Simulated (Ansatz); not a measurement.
**C2F6 (hexafluoroethane) at HF/STO-3G**

Aim: the electronic atomisation energy of C2F6 (hexafluoroethane) at HF/STO-3G, from 3 runs. 

The results are computed with Ansatz 0.2.0.

48 further runs of the same task are left out: 10 that didn't finish, 38 set aside as unsound or not needed. Runs told in other sessions of the task aren't counted.

### Step 1. The molecule

C2F6: 8 atoms, total charge 0, spin state singlet. SMILES: `FC(F)(F)C(F)(F)F`. Geometry: relaxed at PBE0-D4/def2-TZVP.

Bond lengths: F1–C2 1.325 Å, C2–F3 1.325 Å, C2–F4 1.325 Å, C2–C5 1.549 Å, C5–F6 1.325 Å, C5–F7 1.325 Å, C5–F8 1.325 Å. Some angles: F1–C2–F3 109.1°, F1–C2–F4 109.1°, F1–C2–C5 109.8°, F3–C2–F4 109.1°, F3–C2–C5 109.8°, F4–C2–C5 109.8°, C2–C5–F6 109.8°, C2–C5–F7 109.8°, C2–C5–F8 109.8°, F6–C5–F7 109.1°.

### Step 2. A single-point energy at HF/STO-3G

Contents of input.yaml:

```yaml
crystal:
  periodic: [false, false, false]
  atoms:
    - {symbol: F, position_ang: [1.065570, -0.767260, 1.152000]}
    - {symbol: C, position_ang: [0.662650, -0.397300, -0.054910]}
    - {symbol: F, position_ang: [1.596070, 0.361280, -0.610920]}
    - {symbol: F, position_ang: [0.478560, -1.476610, -0.801220]}
    - {symbol: C, position_ang: [-0.662670, 0.397270, 0.054890]}
    - {symbol: F, position_ang: [-0.477000, 1.479670, 0.796360]}
    - {symbol: F, position_ang: [-1.068680, 0.762200, -1.152500]}
    - {symbol: F, position_ang: [-1.594500, -0.359250, 0.616310]}
basis:
  gaussian:
    orbitals: STO-3G
hamiltonian:
  xc: hf
accuracy: high
output:
  orbitals: {seedname: orbitals}
```

On the command line:

```sh
$ ansatz run input.yaml --threads 1 --pin off --max-ram 3480MiB --events-out events.jsonl --progress --plain --runs-dir runs
```

Standard output:

```text
Warning: RAYON_NUM_THREADS=1 ignored (pool sized by the plan → 1); use --threads N
Functional definition: HF
  name "HF"
  exchange = exact_x
  correlation = 0
911 factors; integrals over basis functions are off by at most 2.7e-8 eV
mean field evaluation 1: about -18031.8071 eV, gradient 5.5e1 eV
mean field evaluation 2: about -18032.1882 eV, gradient 5.6e1 eV
mean field evaluation 4: about -18042.1830 eV, gradient 3.1e0 eV
mean field evaluation 8: about -18042.2329 eV, gradient 1.8e-5 eV
mean field -18042.23291242 eV, -663.0398300669 hartree, gradient 2.3e-8 eV, S^2 0.000000; 0 other end points of the search recorded, 0 dependent functions left out
reference -18042.23291242 eV, -663.0398300669 hartree; 33, 33 occupied and 7, 7 virtual orbitals, 911 factors
Total energy: -18042.23291242 eV, -663.0398300669 hartree
```

Run time: 0.6 s. Hardware: 1 thread of Arm Neoverse V1, shared host; peak memory 0.1 GiB.

### Step 3. The C atom at the same level

Contents of in.yaml:

```yaml
crystal:
  periodic: [false, false, false]
  atoms:
    - {symbol: C, position_ang: [0.000000, 0.000000, 0.000000]}
basis:
  gaussian:
    orbitals: STO-3G
accuracy: high
total_charge: 0
hamiltonian:
  xc: hf
magnetization:
  spin_polarized: true
  initial_magnetization: 2
```

On the command line:

```sh
$ ansatz run in.yaml --threads 1 --pin off --max-ram 3480MiB --events-out events.jsonl --progress --plain --runs-dir runs
```

Standard output:

```text
Warning: RAYON_NUM_THREADS=1 ignored (pool sized by the plan → 1); use --threads N
[... 4 set-up lines as earlier in the session ...]
15 factors; integrals over basis functions are off by at most 9.8e-10 eV
mean field evaluation 1: about -1012.2198 eV, gradient 0.0e0 eV
mean field evaluation 2: about -1012.2198 eV, gradient 0.0e0 eV
mean field -1012.21982732 eV, -37.1983925466 hartree, gradient 0.0e0 eV, S^2 2.000000; 2 other end points of the search recorded, 0 dependent functions left out
reference -1012.21982732 eV, -37.1983925466 hartree; 4, 2 occupied and 1, 3 virtual orbitals, 15 factors
Total energy: -1012.21982732 eV, -37.1983925466 hartree
```

Wall time 0.04 s (1 thread of Arm Neoverse V1, shared host).

### Step 4. The F atom, same level

Contents of input.yaml:

```yaml
crystal:
  periodic: [false, false, false]
  atoms:
    - symbol: F
      position_ang: [0.000000, 0.000000, 0.000000]
basis:
  gaussian:
    orbitals: STO-3G
hamiltonian:
  xc: hf
magnetization:
  spin_polarized: true
  initial_magnetization: 1
accuracy: high
```

Run the same way, it converges to -97.98651 Eh (log not shown).

### Step 5. Summary of results

Level: HF/STO-3G.

| quantity | value |
| --- | --- |
| molecule: total energy | -663.03983 Eh |
| molecule: HOMO energy | -10.56 eV |
| molecule: LUMO energy | 13.68 eV |
| molecule: HOMO–LUMO gap | 24.23 eV |
| C atom: total energy | -37.19839 Eh |
| C atom: ⟨S²⟩ | 2.000 |
| F atom: total energy | -97.98651 Eh |
| F atom: ⟨S²⟩ | 0.750 |
| electronic atomisation energy | 19.701 eV |

**Reading.** Taking the molecule apart into free atoms costs 19.70 eV (454 kcal/mol), before zero-point energy and without spin-orbit coupling. Hartree–Fock lacks the correlation of the bonding pairs, which as a rule makes this value much too low; in minimal bases other errors can mask that. In a minimal basis such a difference can be off by several eV, whatever the method.
